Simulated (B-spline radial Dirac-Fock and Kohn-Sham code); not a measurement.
**Inner shells of Lu⁶⁺**

What does theory give for the Lu⁶⁺ ion? The session works out its X-ray form factor and Compton profile and the binding energy of each subshell.

Method: a free atom or ion on a radial basis; each step names its model; computed with B-spline radial Dirac-Fock and Kohn-Sham code, version 2.

## 1. What is computed

Lu⁶⁺, configuration 1s2 2s2 2p6 3s2 3p6 3d10 4s2 4p6 4d10 4f13 5s2 5p4.

| Item | Value |
| --- | --- |
| nuclear charge | 71 |
| electrons | 65 |
| mass number | 175 |
| nuclear rms radius | 5.37 fm |

## 2. X-ray scattering functions

Model: Dirac-Fock average of configuration, finite nucleus; form factor of the spherical density, Waller-Hartree incoherent function, impulse-approximation Compton profiles.

Recorded inputs:

```ini
task = scatter
Z = 71
charge = 6
configuration = 1s2 2s2 2p6 3s2 3p6 3d10 4s2 4p6 4d10 4f13 5s2 5p4
mass_number = 175
rms_radius = 5.37  # fm
s = [0.0, 0.08, 0.1, 0.12, 0.15, 0.18, 0.21, 0.26, 0.31, 0.38, 0.45, 0.55, 0.66, 0.79, 0.95, 1.15, 1.38, 1.67, 2.01, 2.42, 2.92, 3.51, 4.23]  # 1/A
pz = [0, 0.1, 0.15, 0.21, 0.31, 0.46, 0.67, 0.98, 1.4, 2.1, 3.1, 4.5, 6.5, 9.5, 14.0, 20.0, 30.0, 44.0, 64.0, 93.0, 140.0]  # a.u.
photon_energy = [8047.8, 10000, 20000, 50000, 100000, 200000, 500000, 1000000]  # eV
```

## 3. Hole states by ΔSCF

Model: Dirac-Fock average of configuration, Delta-SCF, finite nucleus, first-order Breit with its frequency dependence, self-energy and vacuum polarisation.

The run's settings:

```ini
task = binding
```

**Question.** What will these runs give? Wanted: rms radius of the electron cloud; form factor halves at; Compton profile at zero; deepest level listed, K; least bound, N6,7; Kα1.

The runs gave:

```
                             quantity         value
     rms radius of the electron cloud    0.604 bohr
                form factor halves at      0.71 1/Å
              Compton profile at zero  6.261 1/a.u.
         deepest level listed, K (1s)    63410.6 eV
               least bound, N6,7 (4f)      102.8 eV
                                  Kα1    54065.3 eV
ionisation energy, NIST (theoretical)    117.000 eV
```

**Reading.** f falls from 65 to half of that at s = 0.71 1/Å. Incoherent scattering outweighs coherent from 200 keV on, among the energies asked. For K (1s), relaxation takes off 82.6 eV, Breit terms shift it by -199.77 and QED by -104.33 eV. NIST's ionisation energy differs by +14.18 eV from the least binding energy; the calculation averages open shells over their j components and terms. The Hartree-Fock and Dirac-Fock values hold no electron correlation.
